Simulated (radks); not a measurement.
# Zr²⁺ with its nuclear charge varied continuously

An exercise on one series of results from a longer session: the logs are not shown, and one member is left open.

Program: radks (a radial shooting solver on a logarithmic mesh, Libxc functionals) version 1. Level of theory: Dirac Kohn-Sham, PBE, spin-unpolarised, spherical densities, finite nucleus; open shells fill j = l - 1/2 first. These are calculated values, not measurements, unless marked.

## What is computed

```
element            : zirconium (Z = 40)
charge             : +2
electrons          : 38
configuration      : [Kr] 4d2
nuclear rms radius : 4.2694 fm
```

Set-up of the first run:

Input:

```text
Z 40
configuration [Kr] 4d2
relativity Dirac
functional pbe,pbe
spin unpolarised
j_filling energy
nucleus finite rms 4.2694 fm
c 137.035999084
```

Steps of the session up to this table: Z = 40.

One of the session's tables, all rows but one given; the rest of the session is left out.

It belongs to the step «Z = 40». Sizes of the orbitals, from the radial functions (bohr):

| level | <r> | outermost maximum (interpolated) | 90 % within | nodes |
| --- | --- | --- | --- | --- |
| 3p3/2 | ? | ? | ? | ? |
| 3d3/2 | 0.4504 | 0.346 | 0.725 | 0 |
| 3d5/2 | 0.4540 | 0.349 | 0.730 | 0 |
| 4s1/2 | 1.213 | 1.08 | 1.77 | 3 |
| 4p1/2 | 1.344 | 1.16 | 2.00 | 2 |
| 4p3/2 | 1.374 | 1.19 | 2.04 | 2 |
| 4d3/2 | 2.002 | 1.56 | 3.16 | 1 |
| 4d5/2 | 2.017 | 1.57 | 3.19 | 1 |

Q: Estimate the row for 3p3/2 from the others.

As computed: <r>: 0.4654; outermost maximum (interpolated): 0.405; 90 % within: 0.705; nodes: 1. In the column «<r>» it lies between 3d5/2 (0.4540) and 4s1/2 (1.213).
